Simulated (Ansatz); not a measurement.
# C₂H₈BNSn: a ladder of functionals and wavefunction methods

The task here is to estimate one member of a computed series from the others.

The runs use Ansatz 0.2.0, Gaussian basis; functionals in def2-TZVPP, the program's frozen cores in correlated methods.

Plan: PBE-D4, r2SCAN-D4, PBE0-D4, B3LYP-D4, ωB97X-V, ωB97M-V, B2PLYP; CCSD(T)/def2-TZVPP; MP2/def2-QZVPP; extrapolation to the limit.

## Structure used throughout

An earlier PBE0-D4 in a triple-zeta def2 set relaxation fixed the geometry. Sn takes the def2 core potential; no spin-orbit term is included.

13 atoms, charge 0, spin multiplicity 1.

Atoms are counted from 1 here; the program's logs count them from 0.

Bond lengths: B1–C2 1.513 Å, B1–Sn3 2.269 Å, B1–H6 1.205 Å, B1–H7 1.205 Å, C2–N4 1.158 Å, Sn3–H8 1.721 Å, Sn3–H9 1.713 Å, Sn3–H10 1.721 Å, N4–C5 1.406 Å, C5–H11 1.091 Å, C5–H12 1.091 Å, C5–H13 1.092 Å. Angles: C2–B1–Sn3 104.6°, C2–B1–H6 109.5°, C2–B1–H7 109.5°, Sn3–B1–H6 108.6°, Sn3–B1–H7 108.6°, H6–B1–H7 115.5°, B1–C2–N4 178.4°, B1–Sn3–H8 113.4°, B1–Sn3–H9 110.9°, B1–Sn3–H10 113.4°, H8–Sn3–H9 106.7°, H8–Sn3–H10 105.3°, H9–Sn3–H10 106.7°, C2–N4–C5 176.4°, N4–C5–H11 109.6°, N4–C5–H12 109.7°, N4–C5–H13 110.0°, H11–C5–H12 109.0° and more.

Set-up of the first run:

File in.yaml:

```yaml
crystal:
  periodic: [false, false, false]
  atoms:
    - {symbol: B, position_ang: [-0.927598, -0.698938, 1.099596]}
    - {symbol: C, position_ang: [-0.604578, 0.493537, 0.226558]}
    - {symbol: Sn, position_ang: [0.681371, -2.220919, 0.608774]}
    - {symbol: N, position_ang: [-0.331651, 1.390344, -0.454099]}
    - {symbol: C, position_ang: [0.068320, 2.430764, -1.310792]}
    - {symbol: H, position_ang: [-1.996764, -1.154004, 0.779503]}
    - {symbol: H, position_ang: [-0.822242, -0.389185, 2.259577]}
    - {symbol: H, position_ang: [0.705462, -2.677487, -1.050451]}
    - {symbol: H, position_ang: [0.459369, -3.659393, 1.511851]}
    - {symbol: H, position_ang: [2.274012, -1.664317, 0.948529]}
    - {symbol: H, position_ang: [0.311204, 3.316902, -0.722726]}
    - {symbol: H, position_ang: [-0.743164, 2.672106, -1.998792]}
    - {symbol: H, position_ang: [0.946861, 2.125889, -1.882529]}
basis:
  gaussian: {orbitals: def2-TZVPP}
hamiltonian: {xc: pbe, dispersion: d4}
output: {forces: true, orbitals: {seedname: orbitals}}
```

Run with:

```
$ ansatz run in.yaml --threads 2 --pin off --events-out ev --progress --plain --max-ram 32768MiB --backend cuda --devices 0, --max-vram 18GiB
```

Among the steps run: PBE-D4 (GGA); r2SCAN-D4 (meta-GGA); PBE0-D4 (hybrid); B3LYP-D4 (hybrid); ωB97X-V (range-separated); ωB97M-V (range-separated); B2PLYP (double hybrid); CCSD(T) in def2-TZVPP; MP2 in def2-QZVPP.

One table of the session follows, with a row left open; its other results are not shown here.

```
            method  atoms, summed (eV)  atomisation energy (kJ/mol)
            PBE-D4          -10149.315                       4570.2
         r2SCAN-D4          -10155.661                       4483.3
           PBE0-D4          -10150.931                       4487.1
          B3LYP-D4          -10158.869                       4488.0
           ωB97X-V                   ?                            ?
           ωB97M-V          -10152.410                       4477.5
            B2PLYP          -10146.943                       4424.9
     HF/def2-TZVPP          -10113.341                       3208.6
    MP2/def2-TZVPP          -10127.905                       4381.2
   CCSD/def2-TZVPP          -10129.935                       4278.6
CCSD(T)/def2-TZVPP          -10130.306                       4350.5
           MP2/CBS          -10139.054                       4486.7
       CCSD(T)/CBS          -10141.455                       4456.0
```

Q: Estimate the row for ωB97X-V from the others.

The run gave: atoms, summed (eV): -10154.247; atomisation energy (kJ/mol): 4482.6. In the column «atoms, summed (eV)» it lies between r2SCAN-D4 (-10155.661) and ωB97M-V (-10152.410).

Limits of these values: Free atoms (1 B, 2 C, 1 Sn, 1 N, 8 H) were run apart at each level; the atomisation energy is their sum less the molecule, without zero-point or spin-orbit terms.
